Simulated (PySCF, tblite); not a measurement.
**C₃H₉FSi₃+ (doublet): geometry, infrared bands and EPR parameters**

Wanted: the infrared bands and EPR parameters of C₃H₉FSi₃+ (doublet) (`FC[C+]=[C][SiH]([SiH3])[SiH3]`), by calculation.

The runs use tblite 0.8.0 and PySCF 2.14.0, with density-fitted response routines of our own; the level of theory stands in each step. All values are computed, except where a source is named. Atoms count from 0, in the outputs and in this text.

### 1 Starting geometry

16 atoms, charge 1, multiplicity 2; geometry from: force field or distance geometry start.

Bonds of the start (Å): F0–C1 1.37, C1–C2 1.45, C2–C3 1.21, C3–Si4 1.87, Si4–Si5 2.31, Si4–Si6 2.29, C1–H7 1.09, C1–H8 1.10, Si4–H9 1.49, Si5–H10 1.49, Si5–H11 1.49, Si5–H12 1.49, Si6–H13 1.48, Si6–H14 1.49, Si6–H15 1.49.

### 2 Optimising the geometry with GFN2-xTB

What the job is given:

```
{"job": {"kind": "relax", "xc": "GFN2-xTB", "basis": "xTB"}, "charge": 1, "multiplicity": 2}
F      3.929500    -0.816800    -0.075000
C      3.534400     0.495800    -0.117700
C      2.086000     0.542100    -0.069200
C      0.875100     0.593700    -0.052000
Si    -0.993300     0.631100     0.009800
Si    -1.887600    -0.549900    -1.757200
Si    -1.789700    -0.425600     1.873000
H      3.943100     0.940800    -1.019500
H      3.987100     0.992100     0.756200
H     -1.460100     2.050100    -0.028500
H     -1.451700     0.028400    -3.056400
H     -3.372300    -0.505600    -1.705500
H     -1.467000    -1.973400    -1.699800
H     -3.272800    -0.383500     1.899000
H     -1.295400     0.243400     3.114000
H     -1.372800    -1.853600     1.917500
```

Run with:

```
$ OMP_NUM_THREADS=1 python probes_run.py task.json out
```

One launch serves the whole session: the jobs run in the order shown.

**Question.** This job is followed by: GFN2-xTB harmonic vibrations, gas phase; UKS B3LYP, pcH-1 on C F H Si, non-relativistic, mean-field spin-orbit, GIAO. What will the session give for the following? strongest single infrared mode (GFN2-xTB); zero-point energy (GFN2-xTB); g(iso) (B3LYP); ⟨S²⟩; largest a(iso) (averaged by class).

The runs gave:

| quantity | value |
| --- | --- |
| strongest single infrared mode (GFN2-xTB) | 680 cm⁻¹, 871 km/mol |
| zero-point energy (GFN2-xTB) | 58.2 kcal/mol |
| g(iso) (B3LYP) | 2.00817 |
| ⟨S²⟩ | 0.755 (exact 0.75) |
| largest a(iso) (averaged by class) | 1H on H7, H8, 54.5 MHz |

The optimisation took 58 steps and gained 0.362 eV; among the close pairs (by a distance rule), Si4–Si6 changed most, from 2.285 to 2.448 Å. No mode is imaginary among the 42: a minimum at this level. The strongest single mode, at 680 cm⁻¹, has its largest shares on H12, H15, H13 and H11 (the list is cut at 4 atoms). GFN2-xTB is a fitted tight-binding method: band positions and strengths are rough. Its intensities can rank the bands wrongly. The largest spin populations lie on Si4 (0.24 e), C2 (0.23 e), Si5 (0.20 e), Si6 (0.20 e). The isotropic g lies 5.8 ppt above the free-electron value.
